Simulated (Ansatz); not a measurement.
# SiSnPd5: where the electrons are, part 2 of 2

For SiSnPd5 at its listed geometry, this session asks how the density differs from that of free atoms, which states sit where and how compression changes the bonding charge.

Ansatz 0.2.0; DFT PBEsol, scalar-relativistic, plane waves, PAW. The steps go on from the part before.

## 5. The cell at 90 % of its volume

Fractional coordinates and the k mesh are kept.

input.yaml

```yaml
crystal:
  lattice:
    - [3.8442085126, 0.0, 0.0]
    - [0.0, 3.8442085126, 0.0]
    - [0.0, 0.0, 6.6980915654]
  atoms:
    - { symbol: Si, position: [0.0, 0.0, 0.5] }
    - { symbol: Sn, position: [0.5, 0.5, 0.0] }
    - { symbol: Pd, position: [0.0, 0.0, 0.0] }
    - { symbol: Pd, position: [0.5, 0.0, 0.70478515] }
    - { symbol: Pd, position: [0.0, 0.5, 0.70478515] }
    - { symbol: Pd, position: [0.5, 0.0, 0.29521485] }
    - { symbol: Pd, position: [0.0, 0.5, 0.29521485] }
basis:
  ecutwfc: 420
  fft_grid_basis: typed
kpoints:
  mp_grid: { grid: [8, 8, 6] }
hamiltonian:
  xc: pbesol
scf:
  occupations: { method: gaussian, width: 0.05 }
output:
  forces: true
  stress: true
  eigenvalues: true
  bader: true
  write_density: true
  volumetric_format: npy
  elf: true
```

On the command line:

```bash
$ ansatz run input.yaml --threads 2 --pin off --max-ram 4096MiB --backend cpu --events-out ev --progress --plain --runs-dir out
```

The program printed:

```text
Warning: RAYON_NUM_THREADS=2 ignored (pool sized by the plan → 2); use --threads N
Engine: ansatz 0.2.0, aarch64-unknown-linux-gnu
Pseudopotentials: kind: paw
Pseudopotential: Si, paw, valence charge 4, recommended cutoff 420 eV (normal), Si.paw.azcp
Pseudopotential: Sn, paw, valence charge 14, recommended cutoff 420 eV (normal), Sn.paw.azcp
Pseudopotential: Pd, paw, valence charge 18, recommended cutoff 420 eV (normal), Pd.paw.azcp
Functional definition: PBEsol
  exchange = pbesol_x
  correlation = pbesol_c
Crystal: 7 atoms, lattice volume = 98.984 Å³
Basis set: ecut = 420 eV, 1943 PW (Γ), exchange–correlation on 54×54×90 points (8 copies of the dense FFT grid, shifted against one another)
Bands: 65, of which v1, the nominal top of the filled ones, is band 54 counted from 1 (53 counted from 0)
Symmetry: 16 space group operations
Space group: P4/mmm (ITA 123), of the structure as read, at distance tolerance 4.6e-5 Å
k-points: 60 of 384
Non-local potential: Si, projectors of the file, l = 0: 2, l = 1: 2, l = 2: 2
Non-local potential: Sn, projectors of the file, l = 0: 2, l = 1: 2, l = 2: 2, l = 3: 2
Non-local potential: Pd, projectors of the file, l = 0: 2, l = 1: 2, l = 2: 2, l = 3: 1
PAW form: soft (Blöchl's): semilocal exchange-correlation on the pseudo side does not see the compensation charge
PAW frozen core: Si, regenerated for the run's functional, and the local potential with it (the file was generated under x = pbe(κ = 0.804, μ = 0.2195149727645171), c = pbe(β = 0.06672455060314922))
PAW frozen core: Sn, regenerated for the run's functional, and the local potential with it (the file was generated under x = pbe(κ = 0.804, μ = 0.2195149727645171), c = pbe(β = 0.06672455060314922))
PAW frozen core: Pd, regenerated for the run's functional, and the local potential with it (the file was generated under x = pbe(κ = 0.804, μ = 0.2195149727645171), c = pbe(β = 0.06672455060314922))
PAW one-centre angular grid: Si, 110 points (default); XC on 64 Gauss nodes
PAW one-centre angular grid: Sn, 590 points (default); XC on 64 Gauss nodes
PAW one-centre angular grid: Pd, 590 points (default); XC on 64 Gauss nodes
Initial density: superposition of atomic densities (neutral atoms: chi_scale 0, normalization atom), corrected by the library's trained network
Initial wavefunctions: pseudopotential atomic-orbital guess
Functional: x = pbesol(κ = 0.804, μ = 0.12345679012345678), c = pbesol(β = 0.046)
SCF iter   1: F=—  HF=-41108.643488 eV  |F-HF|=—  |Δ(HF+E_count)|=         —  Δρ=1.21e-2  dr2=1.48e-1  ethr=1.77e-3  ⟨swp⟩=6.0  Hψ=14839  notcnv=0  defer=6
preconditioner: auto → Kerker (q_TF=auto, 2.768 Å⁻¹)  [metal: Δε(μ)=0.025 eV  Ē_g=11.794 eV  σ=0.050 eV  W_gap=0.27  n_scr=36 (ndim 8)  ℏωp=30.8 eV  f_vac=0.004  D(μ)=1.30/eV (n_scr^D=2)]
SCF iter   2: F=—  HF=-41108.615050 eV  |F-HF|=—  |Δ(HF+E_count)|=   2.84e-2  Δρ=5.00e-3  dr2=3.05e-2  ethr=1.37e-4  ⟨swp⟩=2.5  Hψ=5582  notcnv=0  defer=310
SCF iter   3: F=—  HF=-41108.609009 eV  |F-HF|=—  |Δ(HF+E_count)|=   6.04e-3  Δρ=9.76e-4  dr2=2.16e-3  ethr=2.82e-5  ⟨swp⟩=2.0  Hψ=4926  notcnv=0  defer=310
SCF iter   4: F=—  HF=-41108.608729 eV  |F-HF|=—  |Δ(HF+E_count)|=   2.80e-4  Δρ=2.25e-4  dr2=2.65e-4  ethr=2.00e-6  ⟨swp⟩=2.0  Hψ=4511  notcnv=0  defer=310
SCF iter   5: F=—  HF=-41108.608688 eV  |F-HF|=—  |Δ(HF+E_count)|=   4.09e-5  Δρ=1.08e-4  dr2=2.61e-5  ethr=2.45e-7  ⟨swp⟩=2.0  Hψ=4969  notcnv=0  defer=310
SCF iter   6: F=—  HF=-41108.608668 eV  |F-HF|=—  |Δ(HF+E_count)|=   1.99e-5  Δρ=4.04e-5  dr2=2.22e-6  ethr=2.42e-8  ⟨swp⟩=2.1  Hψ=4983  notcnv=0  defer=310
SCF iter   7: F=—  HF=-41108.608668 eV  |F-HF|=—  |Δ(HF+E_count)|=   4.25e-7  Δρ=1.18e-5  dr2=1.88e-7  ethr=2.06e-9  ⟨swp⟩=2.0  Hψ=5792  notcnv=0  defer=310
SCF iter   8: F=-41108.608667 eV  HF=-41108.608667 eV  |F-HF|=1.12e-8  |Δ(HF+E_count)|=   3.60e-8  Δρ=3.67e-6  dr2=1.73e-8  ethr=9.26e-11  ⟨swp⟩=9.1  Hψ=15942  notcnv=0
SCF 1 converged in 8 iterations: F = -41108.608667 eV  dr2 = 1.73e-8
SCF converged after 8 iterations
Free energy (F): -41108.608667 eV
Harris-Foulkes:  -41108.608667 eV  (|F-HF|=1.12e-8)
Internal energy: -41108.607126 eV  (E = F + TS)
E sigma→0 (E₀):  -41108.607897 eV
Entropy (-TS):   -0.001542 eV (-0.220 meV/atom)
Fermi energy:    20.143952 eV
--- Per-component energies (eV) ---
  E_band       = -642.961213
  E_kinetic    = 2824.665840
  E_local      = -10140.114101  (includes V_loc(G=0)·N_el)
  E_nonlocal   = 1091.540945
  E_hartree    = 4406.717672
  E_xc         = -1284.269098
  E_vxc        = -1215.897698  (∫ρ·V_xc dr)
  E_paw        = -22995.475127  (= ΣΔE_a)
  E_vpaw       = -2016.589677  (= ΣTr[D̂ρ^β])
  E_aug_tail   = 0.001032  (compensation charges beyond the density's cutoff)
  E_ewald      = -15013.503310
  E_core_change = 1.829021  (= ΣΔE_core)
  E_smearing   = -0.001542  (= −TS)
  E_closure    = 0.000000  (closes the sum)
  Σ components = -41108.608667   (vs F -41108.608667, Δ=0.00e0)
--- Forces (eV/Å), atoms counted from 1 ---
  atom   1  Si     0.00000000     0.00000000     0.00000000
  atom   2  Sn     0.00000000    -0.00000000     0.00000000
  atom   3  Pd     0.00000000     0.00000000     0.00000000
  atom   4  Pd     0.00000000     0.00000000     0.11869745
  atom   5  Pd     0.00000000     0.00000000     0.11869745
  atom   6  Pd     0.00000000     0.00000000    -0.11869745
  atom   7  Pd     0.00000000     0.00000000    -0.11869745
  max |Σ_I F_I| component: 4.42e-29 eV/Å
--- Stress (GPa, compression-positive) ---
       18.819009       0.000000       0.000000
        0.000000      18.819009       0.000000
        0.000000       0.000000      18.899152
  P = ⅓ Tr σ = 18.8457 GPa (188.457 kbar)
--- Band table (eV; the first three rows and the last of 60) ---
  k-point 0: bands = ["-64.7672", "-64.7558", "-64.7215", "-64.7115", "-64.4848", "-30.6869", "-30.6869", "-30.6613", "-30.6613", "-30.6289", "-30.5725", "-30.5340", "-30.4558", "-30.3680", "-30.3680", "-30.3549", "-30.3549", "-30.3068", "-30.3068", "-30.1536", "-1.5172", "-1.5084", "-1.4745", "-1.4727", "-1.4727", "8.7639", "10.4458", "12.6609", "14.1297", "14.1297", "14.2096", "14.4972", "14.6547", "14.8725", "14.9110", "14.9217", "15.2566", "15.2566", "16.8775", "16.8775", "17.1236", "17.4230", "17.5192", "17.6995", "17.8177", "17.8177", "18.4511", "18.4743", "18.5648", "18.5648", "18.6367", "19.6174", "19.6601", "19.6946", "19.6946", "23.9054", "24.1374", "24.8450", "24.8450", "26.0713", "26.0727", "26.0727", "26.6267", "27.7759", "28.9394"]
  k-point 1: bands = ["-64.7669", "-64.7561", "-64.7215", "-64.7115", "-64.4847", "-30.6852", "-30.6852", "-30.6631", "-30.6631", "-30.6348", "-30.5722", "-30.5261", "-30.4561", "-30.3674", "-30.3674", "-30.3557", "-30.3557", "-30.3065", "-30.3065", "-30.1555", "-1.5171", "-1.5084", "-1.4745", "-1.4727", "-1.4727", "8.8549", "10.3091", "12.6097", "14.0943", "14.1049", "14.1049", "14.5170", "14.7150", "14.8945", "15.0019", "15.0054", "15.3453", "15.3453", "16.9521", "16.9521", "17.1332", "17.1777", "17.4805", "17.6140", "17.6140", "17.8333", "18.2990", "18.2990", "18.4340", "18.5118", "18.8681", "19.6176", "19.6598", "20.1852", "20.1852", "23.3105", "24.3138", "24.3138", "24.4738", "26.0891", "26.4993", "26.5371", "26.5371", "27.7868", "28.7674"]
  k-point 2: bands = ["-64.7663", "-64.7567", "-64.7214", "-64.7116", "-64.4847", "-30.6807", "-30.6807", "-30.6679", "-30.6679", "-30.6447", "-30.5714", "-30.5124", "-30.4569", "-30.3660", "-30.3660", "-30.3574", "-30.3574", "-30.3060", "-30.3060", "-30.1593", "-1.5169", "-1.5084", "-1.4744", "-1.4728", "-1.4728", "9.1161", "9.9515", "12.5520", "13.9133", "14.0607", "14.0607", "14.5676", "14.8194", "14.8294", "15.1599", "15.2465", "15.5531", "15.5531", "16.6096", "17.1322", "17.1322", "17.1520", "17.2013", "17.2013", "17.7555", "17.9602", "17.9602", "18.0332", "18.4338", "18.5154", "19.1903", "19.6181", "19.6593", "21.0611", "21.0611", "22.4832", "23.4073", "23.4073", "24.8593", "26.1237", "26.1566", "27.2399", "27.2399", "27.8078", "28.6110"]
  k-point 59: bands = ["-64.7434", "-64.7434", "-64.7336", "-64.7336", "-64.4857", "-30.7946", "-30.7553", "-30.5983", "-30.5983", "-30.5601", "-30.5479", "-30.5192", "-30.5192", "-30.4813", "-30.4700", "-30.2879", "-30.2879", "-30.2813", "-30.2722", "-30.1600", "-1.5275", "-1.4838", "-1.4838", "-1.4412", "-1.4302", "10.8540", "11.1084", "13.7311", "13.7311", "14.4272", "14.7297", "14.7297", "14.8593", "15.5711", "15.5711", "15.7311", "15.7311", "16.2488", "16.6767", "16.8162", "16.9057", "16.9057", "17.0646", "17.1590", "17.1590", "17.1766", "17.1766", "17.6271", "17.7680", "17.8708", "18.3256", "18.3486", "18.7532", "19.4512", "20.3228", "20.3228", "20.9552", "20.9552", "25.3230", "25.5574", "26.7584", "26.7584", "27.4511", "27.5104", "27.5104"]
--- Bader charges: 7 sites ---
  site symbol  charge [e]  shift [e]
     0     Si      1.2249     0.0181
     1     Sn      0.9243     0.0007
     2     Pd     -0.3583     0.0004
     3     Pd     -0.4477     0.0046
     4     Pd     -0.4477     0.0046
     5     Pd     -0.4477     0.0046
     6     Pd     -0.4477     0.0046
  estimated error of the sums over rays = 9.8e-4 e
```

It took 28 s on 2 threads of Arm Neoverse V2, shared host; peak memory 0.56 GiB.

Deformation density at this volume.

Deformation density in a lattice plane of the grid's cell (edges 3.84 and 6.70 Å, at 0.000 of the third edge), which holds Si and Pd.

Values in 10⁻³ e/Å³, 12 rows by 6 columns:
```
 -19.24  -89.14   43.53   29.79   43.53  -89.14
   7.37   41.71   -8.59  -90.78   -8.59   41.71
  40.86   33.04 -160.64  -40.68 -160.64   33.04
  20.83   58.15 -128.61    1.55 -128.61   58.15
 -48.86   46.03   35.86 -111.12   35.86   46.03
  -8.02  -15.89   73.24   57.43   73.24  -15.89
 -48.86   46.03   35.86 -111.12   35.86   46.03
  20.83   58.15 -128.61    1.55 -128.61   58.15
  40.86   33.04 -160.64  -40.68 -160.64   33.04
   7.37   41.71   -8.59  -90.78   -8.59   41.71
 -19.24  -89.14   43.53   29.79   43.53  -89.14
 133.30  -96.44   24.14   22.98   24.14  -96.44
```
Columns run along the first of these edges and rows up along the second, over one cell in 6 and 12 even steps from the bottom left corner. Atoms in the plane (fractional): Si at (0.00, 0.50), Pd at (0.00, 0.00), Pd at (0.50, 0.70), Pd at (0.50, 0.30).

> Where does charge go when the atoms form this crystal?

Pd–Si (2.36 Å): Δρ is +0.09 e/Å³ at the midpoint, where it peaks: covalent bond charge.
Pd–Sn (2.72 Å): Δρ is +0.04 e/Å³ at the midpoint.
Outside the cores the largest gain is 0.09 e/Å³, 1.2 Å from a Pd nucleus, and the largest loss 0.1 e/Å³, at the edge of the Pd core regions.
In all about 0.35 e an atom is rearranged against the free atoms.
Bader charges: Si +1.23, Sn +0.92 and Pd −0.45 to −0.36 e.

## 6. Summary of results

What follows sums up all 2 parts.

```
                     quantity                                                                      value
              gap on the mesh                                                               none (metal)
                     pressure                                                                   -3.8 GPa
                Bader charges                                    Si +0.94, Sn +0.84, Pd -0.36 to -0.33 e
the states at the Fermi level                                Pd 4d (50 %), Sn 5p (30 %) and Si 3p (15 %)
               at 90 % volume  18.8 GPa, gap none (metal), Bader Si +1.23, Sn +0.92, Pd -0.45 to -0.36 e
```

In words: Pd–Si (2.45 Å): Δρ is +0.08 e/Å³ at the midpoint, where it peaks: covalent bond charge. Pd–Sn (2.82 Å): Δρ is +0.04 e/Å³ at the midpoint. Pd–Si goes from 2.45 to 2.36 Å with the volume, and the deformation density at its midpoint from +0.08 to +0.09 e/Å³.
